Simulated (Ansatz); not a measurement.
# HPbNO4 (P1) in Ansatz: notebook, part 2 of 2

Ansatz 0.2.0. Earlier steps stand in the parts before.

## Step 3: Single point, PBE, 16.59 Å³/atom (volume scaled by 0.94)

input.yaml

```yaml
crystal:
  lattice:
    - [3.7753640464, 0.1409036659, 0.0882803001]
    - [-0.2480312027, 5.4141528311, 0.161347628]
    - [-0.4721311168, -1.8878583487, 5.6034774384]
  atoms:
    - { symbol: H, position: [0.10913, 0.65718, 0.54463] }
    - { symbol: Pb, position: [0.61029, 0.52127, 0.151] }
    - { symbol: "N", position: [0.9158, 0.96263, 0.95867] }
    - { symbol: O, position: [0.01384, 0.13639, 0.88084] }
    - { symbol: O, position: [0.72398, 0.01057, 0.12858] }
    - { symbol: O, position: [0.00389, 0.73732, 0.87043] }
    - { symbol: O, position: [0.11927, 0.59324, 0.37651] }
kpoints:
  mp_grid: { grid: [5, 4, 4] }
scf:
  occupations: { method: fermi_dirac, width: 0.05 }
hamiltonian:
  xc: pbe
  pseudopotentials: { kind: all_electron, lapw: { basis_error: 0.003 } }
output:
  forces: true
  stress: true
  eigenvalues: true
```

Potentials or basis: all-electron LAPW, scalar-relativistic.

The run is started by

```console
$ ansatz run input.yaml --threads 8 --pin off --max-ram 24576MiB --backend cpu --events-out ev --progress --plain --runs-dir out
```

Run time: 57 s. Hardware: 8 threads of Intel Xeon Platinum 8488C (Sapphire Rapids), shared host; peak memory 5.3 GiB.

It converged, with:

```yaml
Free_energy: -577761.4308 eV
Pressure: 5.3 GPa
Largest_force: 1.761 eV/Å
Band_gap_on_the_k_mesh: 3.20 eV, indirect (least direct gap 3.27 eV)
```

Caveat: spin-orbit coupling is left out, which as a rule narrows the gap of such compounds by several tenths of an eV; an odd mesh through Γ misses points on the zone boundary, where band edges often lie; forces of over 1 eV/Å show positions far from the minimum, so gaps and moduli don't describe the material at rest.

## Step 4: Single point, PBE, 16.94 Å³/atom (volume scaled by 0.96)

Edit input.yaml of step 3 so:

```diff
@@ -2,5 +2,5 @@
   lattice:
-    - [3.7753640464, 0.1409036659, 0.0882803001]
-    - [-0.2480312027, 5.4141528311, 0.161347628]
-    - [-0.4721311168, -1.8878583487, 5.6034774384]
+    - [3.8019519932, 0.1418959779, 0.0889020129]
+    - [-0.2497779589, 5.4522819242, 0.1624839163]
+    - [-0.4754560934, -1.9011535639, 5.6429398473]
   atoms:
```

The run is started by

```console
$ ansatz run input.yaml --threads 8 --pin off --max-ram 24576MiB --backend cpu --events-out ev --progress --plain --runs-dir out
```

Run time: 57 s. Hardware: 8 threads of Intel Xeon Platinum 8488C (Sapphire Rapids), shared host; peak memory 5.3 GiB.

Results (log left out):

- Free energy: -577761.4966 eV
- Pressure: 3.3 GPa
- Largest force: 1.111 eV/Å
- Band gap on the k mesh: 3.19 eV, indirect (least direct gap 3.26 eV)

Caveat: spin-orbit coupling is left out, which as a rule narrows the gap of such compounds by several tenths of an eV; an odd mesh through Γ misses points on the zone boundary, where band edges often lie; forces of over 1 eV/Å show positions far from the minimum, so gaps and moduli don't describe the material at rest.

## Step 5: Single point, PBE, 17.30 Å³/atom (volume scaled by 0.98)

Edit input.yaml of step 4 so:

```diff
@@ -2,5 +2,5 @@
   lattice:
-    - [3.8019519932, 0.1418959779, 0.0889020129]
-    - [-0.2497779589, 5.4522819242, 0.1624839163]
-    - [-0.4754560934, -1.9011535639, 5.6429398473]
+    - [3.8281731803, 0.1428746018, 0.0895151496]
+    - [-0.2515006199, 5.4898850568, 0.1636045304]
+    - [-0.4787352045, -1.9142653821, 5.6818579036]
   atoms:
```

The run is started by

```console
$ ansatz run input.yaml --threads 8 --pin off --max-ram 24576MiB --backend cpu --events-out ev --progress --plain --runs-dir out
```

It took 60 s on 8 threads of Intel Xeon Platinum 8488C (Sapphire Rapids), shared host; peak memory 5.3 GiB.

Results (log left out):

* Free energy: -577761.5336 eV
* Pressure: 1.5 GPa
* Largest force: 0.509 eV/Å
* Band gap on the k mesh: 3.17 eV, indirect (least direct gap 3.24 eV)

Caveat: spin-orbit coupling is left out, which as a rule narrows the gap of such compounds by several tenths of an eV; an odd mesh through Γ misses points on the zone boundary, where band edges often lie.

## Step 6: Single point, PBE, 17.65 Å³/atom

Edit input.yaml of step 5 so:

```diff
@@ -2,5 +2,5 @@
   lattice:
-    - [3.8281731803, 0.1428746018, 0.0895151496]
-    - [-0.2515006199, 5.4898850568, 0.1636045304]
-    - [-0.4787352045, -1.9142653821, 5.6818579036]
+    - [3.85404, 0.14384, 0.09012]
+    - [-0.2532, 5.52698, 0.16471]
+    - [-0.48197, -1.9272, 5.72025]
   atoms:
```

Potentials or basis: all-electron LAPW, scalar-relativistic.

The run is started by

```console
$ ansatz run input.yaml --threads 8 --pin off --max-ram 24576MiB --backend cpu --events-out ev --progress --plain --runs-dir out
```

Run time: 58 s. Hardware: 8 threads of Intel Xeon Platinum 8488C (Sapphire Rapids), shared host; peak memory 5.3 GiB.

The run converged. Its results:

```
Free energy            : -577761.5445 eV
Pressure               : -0.1 GPa
Largest force          : 0.053 eV/Å
Band gap on the k mesh : 3.15 eV, indirect (least direct gap 3.23 eV)
```

Caveat: spin-orbit coupling is left out, which as a rule narrows the gap of such compounds by several tenths of an eV; an odd mesh through Γ misses points on the zone boundary, where band edges often lie.

## Step 7: Single point, PBE, 18.00 Å³/atom (volume scaled by 1.02)

Edit input.yaml of step 6 so:

```diff
@@ -2,5 +2,5 @@
   lattice:
-    - [3.85404, 0.14384, 0.09012]
-    - [-0.2532, 5.52698, 0.16471]
-    - [-0.48197, -1.9272, 5.72025]
+    - [3.8795641876, 0.1447926105, 0.0907168386]
+    - [-0.2548768701, 5.5635835833, 0.1658008265]
+    - [-0.4851619473, -1.9399632859, 5.7581335544]
   atoms:
```

The run is started by

```console
$ ansatz run input.yaml --threads 8 --pin off --max-ram 24576MiB --backend cpu --events-out ev --progress --plain --runs-dir out
```

It took 58 s on 8 threads of Intel Xeon Platinum 8488C (Sapphire Rapids), shared host; peak memory 5.3 GiB.

It converged, with:

```yaml
Free_energy: -577761.5319 eV
Pressure: -1.5 GPa
Largest_force: 0.566 eV/Å
Band_gap_on_the_k_mesh: 3.13 eV, indirect (least direct gap 3.21 eV)
```

Caveat: spin-orbit coupling is left out, which as a rule narrows the gap of such compounds by several tenths of an eV; an odd mesh through Γ misses points on the zone boundary, where band edges often lie.

## Step 8: Single point, PBE, 18.36 Å³/atom (volume scaled by 1.04)

Edit input.yaml of step 7 so:

```diff
@@ -2,5 +2,5 @@
   lattice:
-    - [3.8795641876, 0.1447926105, 0.0907168386]
-    - [-0.2548768701, 5.5635835833, 0.1658008265]
-    - [-0.4851619473, -1.9399632859, 5.7581335544]
+    - [3.9047568687, 0.1457328486, 0.0913059255]
+    - [-0.256531961, 5.5997117617, 0.1668774854]
+    - [-0.4883124379, -1.952560803, 5.7955250797]
   atoms:
```

The run is started by

```console
$ ansatz run input.yaml --threads 8 --pin off --max-ram 24576MiB --backend cpu --events-out ev --progress --plain --runs-dir out
```

It took 58 s on 8 threads of Intel Xeon Platinum 8488C (Sapphire Rapids), shared host; peak memory 5.3 GiB.

The run converged. Its results:

| Property | Result |
| --- | --- |
| Free energy | -577761.4983 eV |
| Pressure | -2.8 GPa |
| Largest force | 1.046 eV/Å |
| Band gap on the k mesh | 3.10 eV, indirect (least direct gap 3.18 eV) |

Caveat: spin-orbit coupling is left out, which as a rule narrows the gap of such compounds by several tenths of an eV; an odd mesh through Γ misses points on the zone boundary, where band edges often lie; forces of over 1 eV/Å show positions far from the minimum, so gaps and moduli don't describe the material at rest.

## Step 9: Single point, PBE, 18.71 Å³/atom (volume scaled by 1.06)

Edit input.yaml of step 8 so:

```diff
@@ -2,5 +2,5 @@
   lattice:
-    - [3.9047568687, 0.1457328486, 0.0913059255]
-    - [-0.256531961, 5.5997117617, 0.1668774854]
-    - [-0.4883124379, -1.952560803, 5.7955250797]
+    - [3.9296286021, 0.1466611084, 0.0918875076]
+    - [-0.2581659666, 5.6353796773, 0.167940428]
+    - [-0.491422792, -1.9649978314, 5.8324402475]
   atoms:
```

Potentials or basis: all-electron LAPW, scalar-relativistic.

The run is started by

```console
$ ansatz run input.yaml --threads 8 --pin off --max-ram 24576MiB --backend cpu --events-out ev --progress --plain --runs-dir out
```

Run time: 56 s. Hardware: 8 threads of Intel Xeon Platinum 8488C (Sapphire Rapids), shared host; peak memory 5.3 GiB.

It converged, with:

```yaml
Free_energy: -577761.4456 eV
Pressure: -4.0 GPa
Largest_force: 1.492 eV/Å
Band_gap_on_the_k_mesh: 3.08 eV, indirect (least direct gap 3.16 eV)
```

Caveat: spin-orbit coupling is left out, which as a rule narrows the gap of such compounds by several tenths of an eV; an odd mesh through Γ misses points on the zone boundary, where band edges often lie; forces of over 1 eV/Å show positions far from the minimum, so gaps and moduli don't describe the material at rest.

## Step 10: Band structure, RPBE

Edit input.yaml of step 9 so:

```diff
@@ -2,5 +2,5 @@
   lattice:
-    - [3.9296286021, 0.1466611084, 0.0918875076]
-    - [-0.2581659666, 5.6353796773, 0.167940428]
-    - [-0.491422792, -1.9649978314, 5.8324402475]
+    - [3.85404, 0.14384, 0.09012]
+    - [-0.2532, 5.52698, 0.16471]
+    - [-0.48197, -1.9272, 5.72025]
   atoms:
@@ -15,2 +15,5 @@
   mp_grid: { grid: [5, 4, 4] }
+  band_path:
+    path: [[0.5, 0.0, 0.0], [0.0, 0.0, 0.0], [0.0, -0.5, 0.0]]
+    npoints: 12
 scf:
@@ -18,4 +21,4 @@
 hamiltonian:
-  xc: pbe
-  pseudopotentials: { kind: all_electron, lapw: { basis_error: 0.003 } }
+  xc: rpbe
+  pseudopotentials: { kind: all_electron, lapw: { basis_error: 0.002 } }
 output:
```

The run is started by

```console
$ ansatz run input.yaml --threads 8 --pin off --max-ram 24576MiB --backend cpu --events-out ev --progress --plain --runs-dir out
```

Run time: 88 s. Hardware: 8 threads of Intel Xeon Platinum 8488C (Sapphire Rapids), shared host; peak memory 2.4 GiB.

It converged, with:

* Free energy: -577785.9209 eV
* Pressure: 1.9 GPa
* Largest force: 0.288 eV/Å
* Band gap on the k mesh: 3.19 eV, indirect (least direct gap 3.27 eV)
* Band gap along the path: 3.59 eV, direct

Forces in eV/Å, atoms in the order of the input:
```
H    0.029 -0.003 -0.148
Pb  -0.045 -0.003 -0.034
N   -0.002 -0.043 -0.023
O    0.075  0.223 -0.166
O   -0.124 -0.004  0.213
O    0.061 -0.163 -0.097
O    0.006 -0.007  0.254
```

Stress tensor (GPa, compression positive):
```
 2.02  0.03 -0.29
 0.03  2.09  0.06
-0.29  0.06  1.49
```

Levels at the corners of the path, in eV from the valence-band top:
| point | band 45 | band 46 | band 47 | band 48 | band 49 | band 50 |
| --- | --- | --- | --- | --- | --- | --- |
| X | -0.25 | -0.12 | 0.00 | 3.59 | 5.41 | 6.00 |
| Γ | -1.14 | -0.36 | -0.08 | 3.86 | 4.80 | 6.26 |
| Y | -0.80 | -0.53 | -0.24 | 3.92 | 4.76 | 5.12 |

Caveat: spin-orbit coupling is left out, which as a rule narrows the gap of such compounds by several tenths of an eV. Expect the measured gap to be larger: semilocal functionals such as RPBE lack the derivative discontinuity.

## Step 11: For comparison

An earlier run on the cell as given: functional PBE; potentials or basis all-electron LAPW, scalar-relativistic; cutoff 805 eV (chosen from the basis error); basis error allowed 0.001 eV/atom; k mesh 7 × 5 × 5; occupations fermi-dirac, width 0.05 eV; no spin polarisation.

* Pressure: -0.1 GPa
* Largest force: 0.053 eV/Å
* Band gap on the k mesh: 3.17 eV, indirect (least direct gap 3.25 eV)
* Loewdin charges: H +0.38; Pb +1.01; N +0.78; O -0.36, -0.37, -0.38, -0.74 e

## Step 12: The runs side by side

| task | level | k mesh | cutoff (eV) | basis error allowed | gap on the mesh (eV) | pressure (GPa) | largest force (eV/Å) |
| --- | --- | --- | --- | --- | --- | --- | --- |
| band structure | BLYP | 5 × 4 × 4 | 733 | 0.002 eV/atom | 3.12 | 1.9 | 0.48 |
| band structure | RPBE | 5 × 4 × 4 | 729 | 0.002 eV/atom | 3.19 | 1.9 | 0.29 |
| single point | PBE | 7 × 5 × 5 | 805 | 0.001 eV/atom | 3.17 | -0.1 | 0.05 |

Alike in all rows: potentials or basis all-electron LAPW, scalar-relativistic; no spin polarisation; cell as given; smearing fermi-dirac 0.05 eV.

On the cell as given the gap runs from 3.12 eV (BLYP) to 3.19 eV (RPBE); the meshes differ, which moves gaps too. The pressure there spans -0.1 GPa (PBE) to 1.9 GPa (BLYP); a positive pressure means that this level wants a larger cell, a negative one a smaller.

Caveats: spin-orbit coupling is left out, which as a rule narrows the gap of such compounds by several tenths of an eV; an odd mesh through Γ misses points on the zone boundary, where band edges often lie (some runs).

Compare energies only between runs with the same functional and basis.
